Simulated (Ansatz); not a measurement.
**WH3 (quartet): the correlation ladder, def2-SVP**

Aim: climb from Hartree-Fock through coupled cluster for WH3 (quartet) at one geometry and basis, and see what each rung misses.

The runs use Ansatz 0.2.0, Gaussian basis; def2-SVP, core rule «outside noble gas», up to 4 orbitals frozen.

Plan: UHF; CCSD(T) on ROHF; CCSD(T) on UHF; CISD as a restricted active space (open shells left free, so some higher excitations enter); CCSDT(Q) on ROHF; CCSDT(Q) on UHF.

24 further runs of the same task are left out: 5 for a known fault of the program, 7 that didn't finish, 12 set aside as unsound or not needed. Runs told in other sessions of the task aren't counted.

## (1) What is computed

The geometry is a PBE0/def2-TZVP stationary point (not a proven minimum) of the parent state, kept for this charge and spin. No spin-orbit coupling is included. Elements past krypton take def2 core potentials.

4 atoms, charge 0, spin multiplicity 4.

Atoms are counted from 1 here; the program's logs count them from 0.

Bond lengths: W1–H2 1.697 Å, W1–H3 1.809 Å, W1–H4 1.809 Å. Angles: H2–W1–H3 90.2°, H2–W1–H4 90.2°, H3–W1–H4 179.6°.

In the tables R marks a restricted open-shell determinant and U an unrestricted one; energies count from the table's Hartree-Fock row.

## (2) UHF

in.yaml

```yaml
crystal:
  periodic: [false, false, false]
  atoms:
    - {symbol: W, position_ang: [0.000000, -0.009090, 0.000000]}
    - {symbol: H, position_ang: [0.000000, 1.688316, 0.000000]}
    - {symbol: H, position_ang: [0.000000, -0.015207, 1.808801]}
    - {symbol: H, position_ang: [0.000000, -0.015207, -1.808801]}
basis:
  gaussian: {orbitals: def2-SVP}
magnetization: {spin_polarized: true, initial_magnetization: 3}
hamiltonian: {xc: hf}
output: {orbitals: {seedname: orbitals}}
```

Run with:

```
ansatz run in.yaml --threads 1 --pin off --events-out ev --progress --plain --max-ram 2393MiB
```

The program printed:

```text
Functional definition: HF
  name "HF"
  cite "Fock, Z. Phys. 61, 126 (1930) doi:10.1007/BF01340294"
  parent pbe
  exchange = exact_x
  correlation = 0
477 factors; integrals over basis functions are off by at most 1.4e-3 eV
mean field evaluation 1: about -1847.7556 eV, gradient 1.5e1 eV
mean field evaluation 2: about -1847.8759 eV, gradient 1.5e1 eV
mean field evaluation 4: about -1849.6113 eV, gradient 2.0e0 eV
mean field evaluation 8: about -1849.7427 eV, gradient 3.1e-1 eV
mean field evaluation 16: about -1849.7806 eV, gradient 6.6e-1 eV
mean field evaluation 32: about -1850.1042 eV, gradient 2.3e-5 eV
mean field evaluation 64: about -1850.1424 eV, gradient 5.8e-6 eV
mean field evaluation 96: about -1850.1392 eV, gradient 7.9e-2 eV
mean field evaluation 128: about -1850.1276 eV, gradient 5.0e-2 eV
mean field evaluation 160: about -1849.7325 eV, gradient 4.4e-1 eV
mean field evaluation 192: about -1850.1070 eV, gradient 3.0e-2 eV
mean field evaluation 224: about -1848.0827 eV, gradient 1.4e1 eV
mean field evaluation 256: about -1849.5870 eV, gradient 1.9e0 eV
mean field evaluation 288: about -1849.6130 eV, gradient 3.1e-1 eV
mean field -1850.14239987 eV, -67.9914791236 hartree, gradient 5.7e-6 eV, S^2 3.809068; 8 other end points of the search recorded, 0 dependent functions left out
reference -1850.14239987 eV, -67.9914791236 hartree; 10, 7 occupied and 37, 40 virtual orbitals, 477 factors
Total energy: -1850.14239987 eV, -67.9914791236 hartree
```

Run time: 2.4 s. Hardware: 1 thread of Arm Neoverse N1, shared host.

From the report: ⟨S²⟩ of the determinant 3.809 (pure quartet: 3.75).

## (3) CCSD(T) on ROHF

Edit in.yaml of step 2 so:

```diff
@@ -9,4 +9,4 @@
   gaussian: {orbitals: def2-SVP}
-magnetization: {spin_polarized: true, initial_magnetization: 3}
-hamiltonian: {xc: hf}
-output: {orbitals: {seedname: orbitals}}
+magnetization: {spin_polarized: false, initial_magnetization: 3}
+correlation: {method: ccsd_t, electrons: outside_noble_gas}
+output: {forces: true}
```

The command is unchanged.

The program printed, cut to the lines that bear on the results:

```text
Functional definition: HF
  name "HF"
  cite "Fock, Z. Phys. 61, 126 (1930) doi:10.1007/BF01340294"
  parent pbe
[...]
477 factors; integrals over basis functions are off by at most 1.4e-3 eV
[...]
mean field -1849.92782792 eV, -67.9835937500 hartree, gradient 2.6e-6 eV, S^2 3.750000; 28 other end points of the search recorded, 0 dependent functions left out
[...]
determinant -1849.92782792 eV, -67.9835937500 hartree, with singles and doubles -1854.07855027 eV, -68.1361299829 hartree
determinant -1849.91839127 eV, -67.9832469595 hartree, with singles and doubles -1854.07888808 eV, -68.1361423972 hartree
determinant -1849.90735676 eV, -67.9828414487 hartree, with singles and doubles -1854.06989716 eV, -68.1358119870 hartree
determinant -1849.53050050 eV, -67.9689922367 hartree, with singles and doubles -1853.70727000 eV, -68.1224856846 hartree
[...]
4 core orbitals not correlated: weight in the atoms' cores, before any rotation towards them, 0.999 or more for the frozen orbitals, at most 0.000 for the correlated occupied ones
reference -1849.91839127 eV, -67.9832469595 hartree; 6, 3 occupied and 37, 40 virtual orbitals, 477 factors
second order -3.38422505 eV of doubles, -0.03595523 eV of singles
cycle   1  -4.16192250 eV  change   -2.2e-6 eV  update   3.0e-6
[...]
cycle   3  -4.16192477 eV  change   -1.0e-7 eV  update   9.4e-7
perturbative correction -0.09735557 eV, -0.0035777513 hartree
[...]
Total energy: -1854.17767162 eV, -68.1397726251 hartree
Atom 0 at     0.000000    -0.009090     0.000000 Å, force    -0.000000     0.631033     0.000000 eV/Å
Atom 1 at     0.000000     1.688316     0.000000 Å, force    -0.000000    -0.208299    -0.000000 eV/Å
Atom 2 at     0.000000    -0.015207     1.808801 Å, force     0.000000    -0.211367     0.296471 eV/Å
Atom 3 at     0.000000    -0.015207    -1.808801 Å, force    -0.000000    -0.211367    -0.296471 eV/Å
Dipole moment:     0.000000    -0.400183    -0.000000 e Å
```

Wall time 27 s (1 thread of Arm Neoverse N1, shared host).

From the report: correlation -4.2593 eV; T1 0.030; largest double amplitude 0.05.

## (4) CCSD(T) on UHF

Edit in.yaml of step 3 so:

```diff
@@ -9,3 +9,3 @@
   gaussian: {orbitals: def2-SVP}
-magnetization: {spin_polarized: false, initial_magnetization: 3}
+magnetization: {spin_polarized: true, initial_magnetization: 3}
 correlation: {method: ccsd_t, electrons: outside_noble_gas}
```

Launched as before.

The program printed, cut to the lines that bear on the results:

```text
Functional definition: HF
  name "HF"
  cite "Fock, Z. Phys. 61, 126 (1930) doi:10.1007/BF01340294"
  parent pbe
[...]
477 factors; integrals over basis functions are off by at most 1.4e-3 eV
[...]
mean field -1850.14239987 eV, -67.9914791236 hartree, gradient 2.3e-9 eV, S^2 3.809068; 40 other end points of the search recorded, 0 dependent functions left out
determinant -1850.14239987 eV, -67.9914791236 hartree, with singles and doubles -1854.16469706 eV, -68.1392958188 hartree
determinant -1850.14235790 eV, -67.9914775811 hartree, with singles and doubles -1854.16492171 eV, -68.1393040746 hartree
determinant -1850.10417489 eV, -67.9900743816 hartree, with singles and doubles -1854.14377353 eV, -68.1385268935 hartree
determinant -1849.74840312 eV, -67.9770000101 hartree, with singles and doubles -1853.79119189 eV, -68.1255697570 hartree
[...]
4 core orbitals not correlated: weight in the atoms' cores, before any rotation towards them, 0.999 or more for the frozen orbitals, at most 0.000 for the correlated occupied ones
reference -1850.14235790 eV, -67.9914775811 hartree; 6, 3 occupied and 37, 40 virtual orbitals, 477 factors
second order -3.28847479 eV of doubles, -0.00000000 eV of singles
cycle   1  -4.02458630 eV  change   -9.8e-7 eV  update   1.1e-5
[...]
cycle   4  -4.02458532 eV  change    4.9e-7 eV  update   9.8e-7
perturbative correction -0.09474845 eV, -0.0034819414 hartree
[...]
Total energy: -1854.26169167 eV, -68.1428603052 hartree
Atom 0 at     0.000000    -0.009090     0.000000 Å, force    -0.000004     0.643665    -0.000000 eV/Å
Atom 1 at     0.000000     1.688316     0.000000 Å, force    -0.000000    -0.224456     0.000000 eV/Å
Atom 2 at     0.000000    -0.015207     1.808801 Å, force     0.000002    -0.209604     0.297479 eV/Å
Atom 3 at     0.000000    -0.015207    -1.808801 Å, force     0.000002    -0.209604    -0.297479 eV/Å
Dipole moment:    -0.000000    -0.402829    -0.000000 e Å
```

Run time: 39 s. Hardware: 1 thread of Arm Neoverse N1, shared host.

From the report: ⟨S²⟩ of the determinant 3.809 (pure quartet: 3.75); correlation -4.1193 eV; T1 0.027; largest double amplitude 0.05.

## (5) CISD as a restricted active space (open shells left free, so some higher excitations enter)

Edit in.yaml of step 4 so:

```diff
@@ -9,4 +9,3 @@
   gaussian: {orbitals: def2-SVP}
-magnetization: {spin_polarized: true, initial_magnetization: 3}
-correlation: {method: ccsd_t, electrons: outside_noble_gas}
-output: {forces: true}
+magnetization: {spin_polarized: false, initial_magnetization: 3}
+correlation: {active_space: {ras: {orbitals: [3, 3, 37], electrons: 9, max_holes: 2, max_particles: 2}, fixed_orbitals: true}}
```

Same command.

The program printed, cut to the lines that bear on the results:

```text
Functional definition: HF
  name "HF"
  cite "Fock, Z. Phys. 61, 126 (1930) doi:10.1007/BF01340294"
  parent pbe
[...]
477 factors; integrals over basis functions are off by at most 1.4e-3 eV
[...]
mean field -1849.92782792 eV, -67.9835937500 hartree, gradient 2.6e-6 eV, S^2 3.750000; 23 other end points of the search recorded, 0 dependent functions left out
reference -1849.92782792 eV, -67.9835937500 hartree; 10, 7 occupied and 37, 40 virtual orbitals, 477 factors
state -1853.84154261 eV, -68.1274201122 hartree
Total energy: -1853.84154261 eV, -68.1274201122 hartree
```

Wall time 14 s (1 thread of Arm Neoverse N1, shared host).

From the report: 83,619 determinants.

## (6) CCSDT(Q) on ROHF

Edit in.yaml of step 5 so:

```diff
@@ -10,2 +10,2 @@
 magnetization: {spin_polarized: false, initial_magnetization: 3}
-correlation: {active_space: {ras: {orbitals: [3, 3, 37], electrons: 9, max_holes: 2, max_particles: 2}, fixed_orbitals: true}}
+correlation: {method: ccsdt_q, electrons: outside_noble_gas}
```

Launched as before.

The program printed, cut to the lines that bear on the results:

```text
Functional definition: HF
  name "HF"
  cite "Fock, Z. Phys. 61, 126 (1930) doi:10.1007/BF01340294"
  parent pbe
[...]
886 factors; integrals over basis functions are off by at most 2.2e-7 eV
[...]
mean field -1849.92785054 eV, -67.9835945813 hartree, gradient 2.2e-6 eV, S^2 3.750000; 27 other end points of the search recorded, 0 dependent functions left out
[...]
determinant -1849.92785054 eV, -67.9835945813 hartree, with singles and doubles -1854.07856019 eV, -68.1361303474 hartree
determinant -1849.91841439 eV, -67.9832478091 hartree, with singles and doubles -1854.07889778 eV, -68.1361427537 hartree
determinant -1849.90737856 eV, -67.9828422499 hartree, with singles and doubles -1854.06990749 eV, -68.1358123664 hartree
determinant -1849.53052293 eV, -67.9689930609 hartree, with singles and doubles -1853.70727726 eV, -68.1224859514 hartree
[...]
determinant -1849.91841439 eV, -67.9832478091 hartree, with singles and doubles -1854.08032106 eV, -68.1361950583 hartree
determinant -1849.90737856 eV, -67.9828422499 hartree, with singles and doubles -1854.07202346 eV, -68.1358901271 hartree
determinant -1849.53052293 eV, -67.9689930609 hartree, with singles and doubles -1853.70898401 eV, -68.1225486733 hartree
determinant -1849.45415497 eV, -67.9661865902 hartree, with singles and doubles -1853.60743367 eV, -68.1188167671 hartree
4 core orbitals not correlated: weight in the atoms' cores, before any rotation towards them, 0.999 or more for the frozen orbitals, at most 0.000 for the correlated occupied ones
reference -1849.91841439 eV, -67.9832478091 hartree; 6, 3 occupied and 37, 40 virtual orbitals, 886 factors
second order -3.38422855 eV of doubles, -0.03595534 eV of singles
cycle   1  -3.89505823 eV  change   -4.7e-1 eV  update   7.7e-2
[...]
cycle  22  -4.28169300 eV  change   -2.8e-7 eV  update   7.0e-7
perturbative correction -0.00266408 eV, -0.0000979030 hartree
Total energy: -1854.20277147 eV, -68.1406950277 hartree
```

Wall time 78 s (1 thread of Arm Neoverse N1, shared host); peak memory 0.43 GiB.

From the report: correlation -4.2844 eV; T1 0.029; largest double amplitude 0.05.

## (7) CCSDT(Q) on UHF

Edit in.yaml of step 6 so:

```diff
@@ -9,3 +9,3 @@
   gaussian: {orbitals: def2-SVP}
-magnetization: {spin_polarized: false, initial_magnetization: 3}
+magnetization: {spin_polarized: true, initial_magnetization: 3}
 correlation: {method: ccsdt_q, electrons: outside_noble_gas}
```

The command is unchanged.

The program printed, cut to the lines that bear on the results:

```text
Functional definition: HF
  name "HF"
  cite "Fock, Z. Phys. 61, 126 (1930) doi:10.1007/BF01340294"
  parent pbe
[...]
886 factors; integrals over basis functions are off by at most 2.2e-7 eV
[...]
mean field -1850.14242277 eV, -67.9914799652 hartree, gradient 2.4e-9 eV, S^2 3.809068; 40 other end points of the search recorded, 0 dependent functions left out
determinant -1850.14242277 eV, -67.9914799652 hartree, with singles and doubles -1854.16470632 eV, -68.1392961594 hartree
determinant -1850.14238083 eV, -67.9914784240 hartree, with singles and doubles -1854.16493130 eV, -68.1393044272 hartree
determinant -1850.10419653 eV, -67.9900751770 hartree, with singles and doubles -1854.14378400 eV, -68.1385272782 hartree
determinant -1849.74842587 eV, -67.9770008462 hartree, with singles and doubles -1853.79119905 eV, -68.1255700201 hartree
[...]
determinant -1850.14238083 eV, -67.9914784240 hartree, with singles and doubles -1854.16695290 eV, -68.1393787195 hartree
determinant -1850.10419653 eV, -67.9900751770 hartree, with singles and doubles -1854.14557399 eV, -68.1385930590 hartree
determinant -1849.74842587 eV, -67.9770008462 hartree, with singles and doubles -1853.79314532 eV, -68.1256415442 hartree
determinant -1849.68918497 eV, -67.9748237832 hartree, with singles and doubles -1853.69743377 eV, -68.1221242099 hartree
4 core orbitals not correlated: weight in the atoms' cores, before any rotation towards them, 0.999 or more for the frozen orbitals, at most 0.000 for the correlated occupied ones
reference -1850.14238083 eV, -67.9914784240 hartree; 6, 3 occupied and 37, 40 virtual orbitals, 886 factors
second order -3.28847616 eV of doubles, -0.00000000 eV of singles
cycle   1  -3.75221474 eV  change   -4.6e-1 eV  update   7.4e-2
[...]
cycle  21  -4.14322827 eV  change    5.5e-7 eV  update   1.0e-6
perturbative correction -0.00298713 eV, -0.0001097749 hartree
Total energy: -1854.28859623 eV, -68.1438490296 hartree
```

It took 95 s on 1 thread of Arm Neoverse N1, shared host; peak memory 0.36 GiB.

From the report: ⟨S²⟩ of the determinant 3.809 (pure quartet: 3.75); correlation -4.1462 eV; T1 0.027; largest double amplitude 0.05.

## (8) Misses and costs

No level here is safe as a reference; RCCSDT(Q) serves as a yardstick only. Rows without a time are mean-field rows or come out of runs for another level: lower rungs of the coupled-cluster runs, or the Hartree-Fock search. The times of RCCSD(T), UCCSD(T) include forces.

Differences are taken before rounding.

```csv
method,energy from the lowest ROHF (kJ/mol),from RCCSDT(Q) (kJ/mol),time
ROHF,0.0,+412.5,
UHF,-20.7,+391.8,
RMP2,-329.1,+83.4,
UMP2,-338.0,+74.5,
CISD,-377.6,+34.9,14 s
RCCSD,-400.7,+11.8,
UCCSD,-409.0,+3.5,
RCCSD(T),-410.0,+2.4,27 s
UCCSD(T),-418.2,-5.7,39 s
RCCSDT,-412.2,+0.3,
UCCSDT,-420.5,-8.0,
RCCSDT(Q),-412.5,0,78 s
UCCSDT(Q),-420.8,-8.3,95 s
```

Among the levels timed on like hardware and quicker than the yardstick, those that no quicker one beats, quickest first: CISD (14 s, +34.9 kJ/mol); RCCSD(T) (27 s, +2.4 kJ/mol).

The ROHF row is the lowest such solution found; the determinant under the restricted MP2 and coupled-cluster rows lies 0.01 eV higher.

## (9) Results

| quantity | value |
| --- | --- |
| RCCSDT(Q) from the ROHF energy | -4.2749 eV |
| RMP2 from RCCSDT(Q) | +83.4 kJ/mol |
| UMP2 from RCCSDT(Q) | +74.5 kJ/mol |
| RCCSD from RCCSDT(Q) | +11.8 kJ/mol |
| RCCSD(T) from RCCSDT(Q) | +2.4 kJ/mol |
| UCCSD(T) from RCCSDT(Q) | -5.7 kJ/mol |
| UCCSDT(Q) from RCCSDT(Q) | -8.3 kJ/mol |
| T1 diagnostic | 0.030 |

**Reading.** RCCSD(T) lands +2.4 kJ/mol from the yardstick (0.6 % of the correlation energy). CCSD(T) misses by +2.4 kJ/mol on the restricted determinant and by -5.7 kJ/mol on the unrestricted one; the two need not hold the same state or core. Coupled cluster took another determinant than the lowest Hartree-Fock one. Warnings: coupled cluster took another determinant than the lowest.

With open shells the CI space here admits some higher excitations, so it is larger than plain CISD.
